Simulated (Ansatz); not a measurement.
**CH7ClSSi2: molecular dynamics**

Purpose: to follow the molecule's vibrations and see whether its bonds hold. The start is relaxed first. Runs: 600 steps of 1 fs under a Nosé-Hoover thermostat at 1000 K. SMILES of the start: C[SiH](S)[SiH2]Cl.

All numbers below are computed with Ansatz 0.2.0 (RKS PBE0-D4/STO-3G).

## Step 1: The system as given

Bond lengths: C1–Si2 1.787 Å, Si2–S3 2.129 Å, Si2–Si4 2.298 Å, Si4–Cl5 2.043 Å, C1–H6 1.098 Å, C1–H7 1.138 Å, C1–H8 1.082 Å, Si2–H9 1.498 Å, S3–H10 1.313 Å, Si4–H11 1.565 Å, Si4–H12 1.444 Å. Angles (14 of 19 angles, heavy atoms first): C1–Si2–S3 107.5°, C1–Si2–Si4 111.7°, S3–Si2–Si4 109.5°, Si2–Si4–Cl5 111.4°, C1–Si2–H9 108.1°, S3–Si2–H9 107.1°, Si4–Si2–H9 112.7°, Si2–C1–H6 116.0°, Si2–C1–H7 112.6°, Si2–C1–H8 113.6°, Si2–S3–H10 99.5°, Si2–Si4–H11 107.6°, Si2–Si4–H12 113.5°, Cl5–Si4–H11 105.0°.

As a file:

```xyz
12

C    -0.9740    0.7297    1.1343
Si    0.3104   -0.4147    0.6505
S     2.1810    0.5503    0.9676
Si    0.1223   -1.0159   -1.5592
Cl    0.1603    0.6197   -2.7829
H    -0.9306    1.0922    2.1694
H    -0.9630    1.6858    0.5171
H    -1.9748    0.3436    0.9907
H     0.2595   -1.5912    1.5758
H     2.0586    1.5446    0.1185
H    -1.2994   -1.6377   -1.7604
H     1.1267   -1.9615   -1.9873
```

## Step 2: Relaxing the start

Input file input.yaml:

```yaml
crystal:
  periodic: [false, false, false]
  atoms:
    - { symbol: C, position_ang: [-0.974, 0.7297, 1.1343] }
    - { symbol: Si, position_ang: [0.3104, -0.4147, 0.6505] }
    - { symbol: S, position_ang: [2.181, 0.5503, 0.9676] }
    - { symbol: Si, position_ang: [0.1223, -1.0159, -1.5592] }
    - { symbol: Cl, position_ang: [0.1603, 0.6197, -2.7829] }
    - { symbol: H, position_ang: [-0.9306, 1.0922, 2.1694] }
    - { symbol: H, position_ang: [-0.963, 1.6858, 0.5171] }
    - { symbol: H, position_ang: [-1.9748, 0.3436, 0.9907] }
    - { symbol: H, position_ang: [0.2595, -1.5912, 1.5758] }
    - { symbol: H, position_ang: [2.0586, 1.5446, 0.1185] }
    - { symbol: H, position_ang: [-1.2994, -1.6377, -1.7604] }
    - { symbol: H, position_ang: [1.1267, -1.9615, -1.9873] }
basis:
  gaussian: { orbitals: STO-3G }
hamiltonian:
  xc: pbe0
  dispersion: d4
relax:
  f_tol: 0.02
  max_steps: 40
scf:
  lower_state_search: "off"
```

Command:

```console
ansatz run input.yaml --threads 1 --pin off --max-ram 2048MiB --backend cpu --events-out ev --progress --plain --runs-dir out
```

Log (excerpt; [...] marks lines left out):

```text
Warning: RAYON_NUM_THREADS=1 ignored (pool sized by the plan → 1); use --threads N
[...]
Functional definition: PBE0
[...]
621 factors; integrals over basis functions are off by at most 1.0e-5 eV
[...]
mean field -39800.13730256 eV, -1462.6280683671 hartree, gradient 1.3e-6 eV, S^2 0.000000; 0 other end points of the search recorded, 0 dependent functions left out
[...]
reference -39800.13732166 eV, -1462.6280690690 hartree; 37, 37 occupied and 11, 11 virtual orbitals, 621 factors
relax step   1: F+E_penalty+E_count = -39800.45539038 eV  Δ(F+E_penalty+E_count) = +0.000e0 eV  max|allowed force component| = 3.520e0 eV/Å  Δτ_max = 0.0000 Å  (12 SCF iters, accepted)
[...]
relax step   5: F+E_penalty+E_count = -39801.00528324 eV  Δ(F+E_penalty+E_count) = -1.660e-3 eV  max|allowed force component| = 3.753e-2 eV/Å  Δτ_max = 0.0304 Å  (15 SCF iters, accepted)
[...]
relax step   6: F+E_penalty+E_count = -39801.00553777 eV  Δ(F+E_penalty+E_count) = -2.545e-4 eV  max|allowed force component| = 9.407e-3 eV/Å  Δτ_max = 0.0072 Å  (11 SCF iters, accepted)
Total energy: -39801.00555670 eV, -1462.6599761182 hartree
Atom 0 at    -1.034262     0.779540     1.119664 Å, force     0.002613     0.007896     0.005297 eV/Å
Atom 1 at     0.364814    -0.376273     0.647604 Å, force    -0.003874    -0.001665     0.000822 eV/Å
Atom 2 at     2.267126     0.495538     0.985811 Å, force    -0.001168    -0.004042     0.001476 eV/Å
Atom 3 at     0.065204    -1.039135    -1.497524 Å, force     0.002466    -0.001923     0.003547 eV/Å
Atom 4 at     0.207701     0.647359    -2.757990 Å, force     0.001880     0.002907    -0.000386 eV/Å
Atom 5 at    -0.934272     1.113766     2.156851 Å, force    -0.000223     0.000284    -0.002179 eV/Å
Atom 6 at    -1.050166     1.668344     0.481193 Å, force     0.000897    -0.001290     0.001833 eV/Å
Atom 7 at    -2.003723     0.281140     1.020434 Å, force     0.001718    -0.009407    -0.002876 eV/Å
Atom 8 at     0.305671    -1.556535     1.481572 Å, force    -0.000707     0.003059    -0.002612 eV/Å
Atom 9 at     2.061435     1.511083     0.113935 Å, force    -0.001827     0.003431    -0.005974 eV/Å
Atom 10 at    -1.241100    -1.611325    -1.747313 Å, force    -0.002821     0.003100    -0.000650 eV/Å
Atom 11 at     1.068573    -1.968602    -1.970138 Å, force     0.001046    -0.002351     0.001703 eV/Å
Dipole moment:    -0.192085    -0.347377     0.373065 e Å
Checks for a lower state left out: stability, starts, cluster_reference, orbital_swaps, neighbouring_geometries, increment
```

Run time: 18 s. Hardware: 1 thread of Arm Neoverse V1, shared host; peak memory 0.13 GiB.

Step by step:

| step | energy from step 1 (eV) | largest force component (eV/Å) |
| --- | --- | --- |
| 1 | 0.0000 | 3.5203 |
| 2 | -0.2786 | 1.8577 |
| 3 | -0.5190 | 0.7595 |
| 4 | -0.5482 | 0.1650 |
| 5 | -0.5499 | 0.0375 |
| 6 | -0.5501 | 0.0094 |

Step 1 is the start.

After: Bond lengths: C1–Si2 1.875 Å, Si2–S3 2.120 Å, Si2–Si4 2.265 Å, Si4–Cl5 2.110 Å, C1–H6 1.094 Å, C1–H7 1.094 Å, C1–H8 1.095 Å, Si2–H9 1.446 Å, S3–H10 1.354 Å, Si4–H11 1.448 Å, Si4–H12 1.447 Å. Angles (14 of 19 angles, heavy atoms first): C1–Si2–S3 112.1°, C1–Si2–Si4 108.7°, S3–Si2–Si4 113.0°, Si2–Si4–Cl5 108.8°, C1–Si2–H9 109.1°, S3–Si2–H9 106.3°, Si4–Si2–H9 107.6°, Si2–C1–H6 111.0°, Si2–C1–H7 111.4°, Si2–C1–H8 110.9°, Si2–S3–H10 94.0°, Si2–Si4–H11 113.5°, Si2–Si4–H12 113.9°, Cl5–Si4–H11 105.9°.

## Step 3: Dynamics

600 steps of 1 fs under a Nosé-Hoover thermostat at 1000 K, from the relaxed start.

Input file input.yaml:

```yaml
crystal:
  periodic: [false, false, false]
  atoms:
    - { symbol: C, position_ang: [-1.034262, 0.77954, 1.119664] }
    - { symbol: Si, position_ang: [0.364814, -0.376273, 0.647604] }
    - { symbol: S, position_ang: [2.267126, 0.495538, 0.985811] }
    - { symbol: Si, position_ang: [0.065204, -1.039135, -1.497524] }
    - { symbol: Cl, position_ang: [0.207701, 0.647359, -2.75799] }
    - { symbol: H, position_ang: [-0.934272, 1.113766, 2.156851] }
    - { symbol: H, position_ang: [-1.050166, 1.668344, 0.481193] }
    - { symbol: H, position_ang: [-2.003723, 0.28114, 1.020434] }
    - { symbol: H, position_ang: [0.305671, -1.556535, 1.481572] }
    - { symbol: H, position_ang: [2.061435, 1.511083, 0.113935] }
    - { symbol: H, position_ang: [-1.2411, -1.611325, -1.747313] }
    - { symbol: H, position_ang: [1.068573, -1.968602, -1.970138] }
basis:
  gaussian: { orbitals: STO-3G }
hamiltonian:
  xc: pbe0
  dispersion: d4
md:
  timestep: 1.0
  n_steps: 600
  ensemble: nvt_nose_hoover
  temperature: 1000.0
  initial_velocities: maxwell_boltzmann
  seed: 299758
scf:
  lower_state_search: "off"
```

Command:

```console
ansatz run input.yaml --threads 1 --pin off --max-ram 2048MiB --backend cpu --events-out ev --progress --plain --runs-dir out
```

Log (excerpt; [...] marks lines left out):

```text
Warning: RAYON_NUM_THREADS=1 ignored (pool sized by the plan → 1); use --threads N
[...]
[... 1 set-up line as earlier in the session ...]
[...]
622 factors; integrals over basis functions are off by at most 1.1e-5 eV
[...]
mean field -39800.68913357 eV, -1462.6483477828 hartree, gradient 9.3e-7 eV, S^2 0.000000; 0 other end points of the search recorded, 0 dependent functions left out
[...]
reference -39800.68915265 eV, -1462.6483484838 hartree; 37, 37 occupied and 11, 11 virtual orbitals, 622 factors
md step     0: t =     0.00 fs  T =  1000.0 K  F+E_penalty+E_count = -39801.00554899 eV  E_kin = 1.292600 eV  conserved = -39799.71294900 eV  (12 SCF iters)
[...]
md step    17: t =    17.00 fs  T =   609.8 K  F+E_penalty+E_count = -39800.47755934 eV  E_kin = 0.788216 eV  conserved = -39799.69651383 eV  (17 SCF iters, 3 dispersion substeps)
[...]
md step    34: t =    34.00 fs  T =   414.0 K  F+E_penalty+E_count = -39800.19333683 eV  E_kin = 0.535086 eV  conserved = -39799.69382831 eV  (16 SCF iters, 5 dispersion substeps)
[...]
md step    51: t =    51.00 fs  T =   468.2 K  F+E_penalty+E_count = -39800.21721075 eV  E_kin = 0.605151 eV  conserved = -39799.69297960 eV  (17 SCF iters, 5 dispersion substeps)
[...]
md step    68: t =    68.00 fs  T =   648.4 K  F+E_penalty+E_count = -39800.38381285 eV  E_kin = 0.838163 eV  conserved = -39799.70050827 eV  (16 SCF iters, 3 dispersion substeps)
md step    69: t =    69.00 fs  T =   573.6 K  F+E_penalty+E_count = -39800.28079460 eV  E_kin = 0.741440 eV  conserved = -39799.69943696 eV  (17 SCF iters, 3 dispersion substeps)
```

## Step 4: The log goes on: dynamics from the start

The log, continued (excerpt; [...] marks lines left out):

```text
md step    70: t =    70.00 fs  T =   445.1 K  F+E_penalty+E_count = -39800.10256958 eV  E_kin = 0.575298 eV  conserved = -39799.69176420 eV  (17 SCF iters, 3 dispersion substeps)
[...]
md step    93: t =    93.00 fs  T =   640.2 K  F+E_penalty+E_count = -39800.21870283 eV  E_kin = 0.827577 eV  conserved = -39799.69793607 eV  (17 SCF iters, 3 dispersion substeps)
[...]
md step   116: t =   116.00 fs  T =   721.7 K  F+E_penalty+E_count = -39800.16886140 eV  E_kin = 0.932815 eV  conserved = -39799.69581496 eV  (17 SCF iters, 3 dispersion substeps)
[...]
md step   139: t =   139.00 fs  T =   791.0 K  F+E_penalty+E_count = -39800.11746765 eV  E_kin = 1.022497 eV  conserved = -39799.68982137 eV  (17 SCF iters, 3 dispersion substeps)
[...]
md step   160: t =   160.00 fs  T =   808.1 K  F+E_penalty+E_count = -39800.04182806 eV  E_kin = 1.044564 eV  conserved = -39799.68601651 eV  (17 SCF iters, 3 dispersion substeps)
md step   161: t =   161.00 fs  T =   840.4 K  F+E_penalty+E_count = -39800.08101848 eV  E_kin = 1.086248 eV  conserved = -39799.68747565 eV  (17 SCF iters, 5 dispersion substeps)
```

## Step 5: The log goes on: dynamics from the start

The log, continued (excerpt; [...] marks lines left out):

```text
md step   162: t =   162.00 fs  T =   886.2 K  F+E_penalty+E_count = -39800.13955362 eV  E_kin = 1.145468 eV  conserved = -39799.69087991 eV  (17 SCF iters, 5 dispersion substeps)
[...]
md step   181: t =   181.00 fs  T =   879.9 K  F+E_penalty+E_count = -39800.05986678 eV  E_kin = 1.137402 eV  conserved = -39799.68669619 eV  (17 SCF iters, 5 dispersion substeps)
[...]
md step   200: t =   200.00 fs  T =   980.4 K  F+E_penalty+E_count = -39800.13121467 eV  E_kin = 1.267249 eV  conserved = -39799.69335046 eV  (17 SCF iters, 5 dispersion substeps)
[...]
md step   219: t =   219.00 fs  T =   988.1 K  F+E_penalty+E_count = -39800.07453057 eV  E_kin = 1.277222 eV  conserved = -39799.68893686 eV  (16 SCF iters, 5 dispersion substeps)
[...]
Atom 4 at    -0.048782     0.344843    -2.783655 Å, force    -0.105860     0.183314    -0.116219 eV/Å
Atom 5 at    -0.809884     1.888597     1.109032 Å, force     0.193025     0.282847     0.076088 eV/Å
Atom 6 at    -1.823108     0.717446     0.322618 Å, force     0.857169    -0.262749     0.372452 eV/Å
Atom 7 at    -1.406855     0.532450     2.022318 Å, force    -0.049297    -0.125048     0.303764 eV/Å
Atom 8 at     0.377310    -1.148313     1.954912 Å, force     0.916538     1.116722    -2.407272 eV/Å
Atom 9 at     2.482623     0.625657     2.068605 Å, force     0.191675     0.052838     0.606139 eV/Å
Atom 10 at    -1.220562    -1.834672    -1.323300 Å, force    -0.965986    -0.041741     0.162577 eV/Å
Atom 11 at     0.918351    -2.179285    -1.876747 Å, force    -0.011065     0.544067     0.348646 eV/Å
Dipole moment:     0.032051    -0.353596     0.674315 e Å
Checks for a lower state left out: stability, starts, cluster_reference, orbital_swaps, neighbouring_geometries, increment
```

Wall time 24 min (1 thread of Arm Neoverse V1, shared host); peak memory 0.1 GiB.

## Step 6: What the atoms did

The trajectory, every 31 steps (energies from step 0):

| time (fs) | T (K) | potential energy change (meV/atom) | conserved energy change (meV/atom) |
| --- | --- | --- | --- |
| 0.0 | 1000 | 0.0 | 0.00 |
| 31.0 | 611 | 45.7 | 1.33 |
| 62.0 | 734 | 40.1 | 1.30 |
| 93.0 | 640 | 65.6 | 1.25 |
| 124.0 | 661 | 80.4 | 1.90 |
| 155.0 | 827 | 76.1 | 1.75 |
| 186.0 | 1069 | 59.3 | 1.52 |
| 217.0 | 1086 | 66.5 | 2.07 |
| 248.0 | 1125 | 69.5 | 1.27 |
| 279.0 | 1089 | 82.2 | 2.27 |
| 310.0 | 1015 | 99.2 | 3.18 |
| 341.0 | 1241 | 81.4 | 2.22 |
| 372.0 | 1267 | 84.4 | 1.67 |
| 403.0 | 1225 | 93.8 | 2.84 |
| 434.0 | 789 | 141.9 | 4.46 |
| 465.0 | 1158 | 93.5 | 1.10 |
| 496.0 | 1084 | 90.8 | 0.76 |
| 527.0 | 956 | 89.8 | 1.85 |
| 558.0 | 783 | 91.6 | 2.23 |
| 589.0 | 663 | 87.0 | 1.46 |
| 600.0 | 873 | 58.7 | 0.48 |

time (fs), T (K) and a bar:
```
      0.0       1000 ################
     26.0        521 ####
     52.0        371 
     78.0        807 ###########
    104.0        681 ########
    130.0        970 ###############
    157.0        763 ##########
    183.0        914 ##############
    209.0        948 ###############
    235.0        953 ###############
    261.0       1127 ####################
    287.0       1234 ######################
    313.0       1151 ####################
    339.0       1089 ###################
    365.0        922 ##############
    391.0       1182 #####################
    417.0       1379 ##########################
    443.0       1529 ##############################
    470.0       1007 ################
    496.0       1084 ##################
    522.0       1066 ##################
    548.0        671 ########
    574.0        785 ###########
    600.0        873 #############
```

Maxima of the velocity power spectrum (cm⁻¹, relative height; resolution about 110 cm⁻¹): 220 (100), 630 (40), 790 (26), 1010 (44), 2650 (34).

## Step 7: Snapshots as a file

Positions (Å) and forces (eV/Å):

```xyz
12
time_fs=75.0 T=539 dE=0.8008
C    -0.975    0.828    1.202   -2.564    1.587   -0.420
Si    0.277   -0.338    0.664    2.826   -0.708   -0.409
S     2.264    0.486    0.876   -1.198   -0.491   -0.147
Si    0.134   -1.048   -1.504   -0.780   -0.463    1.275
Cl    0.199    0.617   -2.697   -0.405    1.359   -0.954
H    -1.859    0.157    1.301   -0.143    0.965   -0.626
H    -0.916    1.253    2.235    0.701    0.066   -1.140
H    -1.118    1.623    0.373   -0.264   -1.276    2.096
H     0.153   -1.448    1.513    0.005   -1.135    0.635
H     1.775    1.354   -0.027    0.687    0.742   -0.278
H    -0.973   -1.930   -1.903    0.398    0.354    0.084
H     1.396   -1.577   -1.840    0.738   -1.000   -0.117
12
time_fs=150.0 T=964 dE=0.7125
C    -1.010    0.742    0.935   -0.887   -0.476    1.090
Si    0.416   -0.389    0.634    1.377    1.828   -0.978
S     2.330    0.592    0.954   -0.407   -1.005    0.777
Si   -0.033   -1.107   -1.386   -1.379    1.312   -1.876
Cl    0.183    0.650   -2.721   -0.382   -1.487    0.974
H    -0.952    1.642    0.371    0.859    1.503   -0.257
H    -1.950    0.353    0.522   -0.007   -0.662    0.815
H    -1.071    0.950    2.024   -0.509    0.168   -0.819
H     0.298   -1.575    1.350    0.114   -1.059    1.383
H     2.420    1.407   -0.110   -0.607    0.023   -0.513
H    -1.389   -1.709   -1.472    0.602    0.822   -0.003
H     0.750   -2.096   -1.974    1.226   -0.965   -0.593
12
time_fs=225.0 T=938 dE=1.0084
C    -0.977    0.854    1.293    2.151    1.175   -3.019
Si    0.397   -0.315    0.687   -1.907    0.678   -1.600
S     2.227    0.553    0.849    3.144    0.730    0.641
Si    0.086   -1.089   -1.494   -1.611    0.546    2.090
Cl    0.160    0.530   -2.745    0.111    1.504   -0.998
H    -1.448    0.634    2.230   -0.785   -0.191    0.358
H    -0.490    1.847    1.288    0.001   -0.346    1.131
H    -1.567    1.025    0.383   -1.374   -0.723    0.821
H     0.573   -1.432    1.492   -0.009   -1.454    1.011
H     2.146    1.858    0.480   -0.892   -0.331   -0.205
H    -1.301   -1.526   -1.685    0.615   -0.473   -0.032
H     1.113   -1.894   -2.019    0.556   -1.114   -0.198
12
time_fs=300.0 T=783 dE=1.4469
C    -1.046    0.796    1.249   -3.922   -0.729    2.387
Si    0.318   -0.322    0.696    3.334    1.862    0.073
S     2.374    0.604    0.864   -2.702   -0.490   -1.078
Si    0.128   -1.017   -1.361   -1.992   -0.600   -2.073
Cl    0.110    0.502   -2.856    0.384   -0.173    0.485
H    -1.563    1.637    0.646    2.365   -0.906    1.156
H    -2.026    0.206    1.506    2.231    0.360   -0.772
H    -0.685    0.986    2.319   -0.790    1.303   -1.728
H     0.489   -1.433    1.544   -0.538   -0.902    0.698
H     2.098    1.093   -0.391    0.760    0.199    0.548
H    -1.203   -1.550   -1.539   -0.361    0.238    0.290
H     0.791   -2.156   -1.899    1.232   -0.162    0.015
12
time_fs=375.0 T=1353 dE=0.9199
C    -0.886    0.871    1.144    3.779   -2.080    0.820
Si    0.564   -0.331    0.659   -3.731   -0.690   -1.607
S     2.268    0.694    0.922    2.231    1.967   -0.326
Si   -0.061   -1.151   -1.440    1.763    1.534    1.067
Cl    0.097    0.477   -2.775    0.267    0.109   -0.274
H    -1.387    0.377    1.926   -0.866   -0.076    1.990
H    -0.537    1.862    1.353    0.242    0.609    0.736
H    -1.560    0.930    0.393   -2.655    0.312   -3.397
H     0.641   -1.551    1.399   -0.102   -0.160    0.721
H     1.745    1.777    0.248    0.568   -0.487    0.405
H    -1.466   -1.306   -1.495   -0.835   -0.968   -0.019
H     0.850   -2.184   -1.925   -0.662   -0.069   -0.114
12
time_fs=450.0 T=1112 dE=1.2368
C    -1.087    0.857    1.168   -3.462    0.641   -1.127
Si    0.424   -0.244    0.711   -1.355   -0.694    0.622
S     2.378    0.644    0.677    0.005   -0.380    0.067
Si    0.082   -1.131   -1.308    2.006    0.328   -1.251
Cl    0.068    0.458   -2.739    0.083   -0.534    0.140
H    -0.981    2.012    1.063    0.240   -2.415    0.365
H    -1.994    0.595    0.421    2.733    0.666    1.610
H    -1.606    0.624    2.157    1.466    0.441   -0.982
H     0.276   -1.618    1.333    0.525    1.619    0.432
H     2.164    1.800    1.353   -0.515   -0.215    0.057
H    -0.952   -1.994   -1.686   -1.664   -0.365    0.123
H     1.181   -2.082   -1.569   -0.061    0.908   -0.055
12
time_fs=525.0 T=998 dE=1.0292
C    -0.889    0.990    1.168    0.836   -1.728    1.681
Si    0.334   -0.323    0.754    1.500   -1.561    0.359
S     2.301    0.768    0.615   -1.653   -1.127   -0.308
Si    0.151   -1.152   -1.344    2.509    0.865    1.155
Cl    0.025    0.390   -2.723   -0.240    0.698   -0.571
H    -1.883    0.594    1.209   -1.021   -0.066   -0.179
H    -0.582    1.197    2.203   -0.502    1.146   -0.277
H    -0.787    1.787    0.474   -0.086    1.369   -0.372
H     0.174   -1.567    1.724    0.562    2.232   -1.382
H     2.692    0.612    1.886   -0.057   -0.159    0.592
H    -0.841   -2.062   -1.700   -0.956   -1.208   -0.284
H     1.550   -1.597   -1.497   -0.893   -0.461   -0.415
12
time_fs=600.0 T=873 dE=0.7050
C    -0.991    0.815    1.060   -1.052    1.096   -0.710
Si    0.551   -0.179    0.707   -2.167   -2.776    1.567
S     2.398    0.772    0.743    0.621    0.451   -0.508
Si    0.023   -1.156   -1.320    1.572   -0.521    0.305
Cl   -0.049    0.345   -2.784   -0.106    0.183   -0.116
H    -0.810    1.889    1.109    0.193    0.283    0.076
H    -1.823    0.717    0.323    0.857   -0.263    0.372
H    -1.407    0.532    2.022   -0.049   -0.125    0.304
H     0.377   -1.148    1.955    0.916    1.117   -2.407
H     2.483    0.626    2.069    0.192    0.053    0.606
H    -1.221   -1.835   -1.323   -0.966   -0.042    0.163
H     0.918   -2.179   -1.877   -0.011    0.544    0.349
```

## Step 8: Summary of results

```
                              quantity                            value
               relaxation of the start          5 moves, 0.550 eV lower
                                length                600 steps of 1 fs
      temperature, first and last step                   1000 and 873 K
              temperature, second half  mean 1047 K, from 454 to 1572 K
         potential energy, second half      +93 meV/atom from the start
largest change of the conserved energy                    4.80 meV/atom
                bonds formed or broken                                0
```

In words: Against a set 1000 K the second half averages 1047 K with a spread of 212 K. The conserved energy strays from its start by at most 4.80 meV/atom, 4.9 % of the mean kinetic energy, fair for a step of 1 fs. The bonds all hold. A run of 600 fs with 12 atoms shows the motion but fixes no equilibrium value. The nuclei move classically, without zero-point motion, which matters most for hydrogen. The basis is very small, so the numbers are rough.
